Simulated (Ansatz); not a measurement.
A nudged elastic band was laid between two geometries of a periodic cell of 17 atoms, TiSi16 (host Si, host structure diamond, interstitial Ti).

Theory: DFT PBEsol, scalar-relativistic, plane waves, PAW (Ansatz 0.2.0). Settings: PAW set soft_1, cutoff 420 eV, k mesh 2x2x2, fermi-dirac smearing 0.02 eV, no spin polarisation.

```yaml
movable_images: 5
climbing_image: yes
spring: 5.0 eV/Å²
optimiser: quadratic models (default)
start_path: IDPP
force_threshold: 0.05 eV/Å
iteration_limit: 62
end_points: relaxed
```

Image 0:

```xyz
17
Lattice="0.0000 5.4300 5.4300 5.4300 0.0000 5.4300 5.4300 5.4300 0.0000" Properties=species:S:1:pos:R:3
Si 0.035 0.043 0.071
Si 1.410 1.419 1.378
Si 2.750 2.758 0.037
Si 4.090 4.098 1.377
Si 2.717 0.045 2.755
Si 4.064 1.445 4.154
Si 5.465 2.792 2.752
Si 6.840 4.099 4.127
Si 0.037 2.725 2.754
Si 1.437 4.072 4.154
Si 2.784 5.473 2.752
Si 4.091 6.848 4.127
Si 2.753 2.762 5.470
Si 4.067 4.076 6.784
Si 5.467 5.475 5.434
Si 6.867 6.875 6.781
Ti 5.467 5.476 8.185
```

Image 6:

```xyz
17
Lattice="0.0000 5.4300 5.4300 5.4300 0.0000 5.4300 5.4300 5.4300 0.0000" Properties=species:S:1:pos:R:3
Si -0.032 -0.032 0.033
Si 1.305 1.306 1.379
Si 2.681 2.682 0.073
Si 4.058 4.059 1.372
Si 2.670 -0.006 2.760
Si 4.052 1.306 4.126
Si 5.357 2.682 2.749
Si 6.702 4.078 4.159
Si -0.006 2.671 2.760
Si 1.305 4.052 4.126
Si 2.681 5.358 2.749
Si 4.078 6.703 4.158
Si 2.671 2.672 5.437
Si 4.069 4.070 6.793
Si 5.382 5.383 5.479
Si 6.702 6.703 6.783
Ti 8.101 8.102 8.190
```

**Question.** Which bonds break or form, and what moves?

**Answer.** Contacts lost: Si1–Ti17, Si6–Ti17, Si10–Ti17, Si15–Ti17. Contacts made: Si3–Ti17, Si8–Ti17, Si12–Ti17, Si13–Ti17. The atom that moves furthest is Ti17, by 3.72 Å.

**Question.** What energy profile does the band end with?

**Answer.** The run converged. The highest image is number 1 of 0 to 6, 1.73 eV above the ends, which have the same energy within 2 meV. The profile has 2 maxima (images 1, 4) with wells between them (image 3): this band takes more than one step, which may be the mechanism or a detour left from its start path. Neighbouring images differ by up to 1.7 eV, so the band resolves the path poorly. By the program's own check the climbing image is a first-order saddle point (lowest curvatures found: -5.00 and 0.27 eV/Å²). Limits of this set-up: coarse k mesh, PAW files made for another functional.

```
image  path coordinate (Å)  energy (eV)  Si1–Ti17 (Å)  Si6–Ti17 (Å)  Si10–Ti17 (Å)
    0                 0.00         0.00          2.75          2.43           2.43
    1                 1.49         1.73          2.45          2.43           2.43
    2                 2.49         0.20          2.43          2.67           2.67
    3                 3.49         0.15          2.39          2.81           2.88
    4                 4.49         1.63          2.80          3.27           3.50
    5                 5.49         0.58          3.87          4.08           4.21
    6                 6.50         0.00          4.68          4.49           4.49
```

**Question.** What is the geometry of the highest image?

**Answer.** 
```xyz
17
Lattice="0.0000 5.4300 5.4300 5.4300 0.0000 5.4300 5.4300 5.4300 0.0000" Properties=species:S:1:pos:R:3
Si -0.048 -0.044 0.184
Si 1.353 1.359 1.407
Si 2.524 2.531 -0.239
Si 3.900 3.906 1.096
Si 2.740 0.116 2.839
Si 3.990 1.514 4.240
Si 5.300 2.825 2.547
Si 6.699 4.075 3.947
Si 0.109 2.746 2.838
Si 1.509 3.997 4.238
Si 2.817 5.308 2.544
Si 4.068 6.706 3.946
Si 2.908 2.915 5.689
Si 4.284 4.291 7.024
Si 5.455 5.462 5.378
Si 6.856 6.865 6.601
Ti 6.119 6.126 8.823
```

Run time: 28 min on 1 thread of Arm Neoverse V2, with other jobs on the host, peak memory 0.91 GiB.
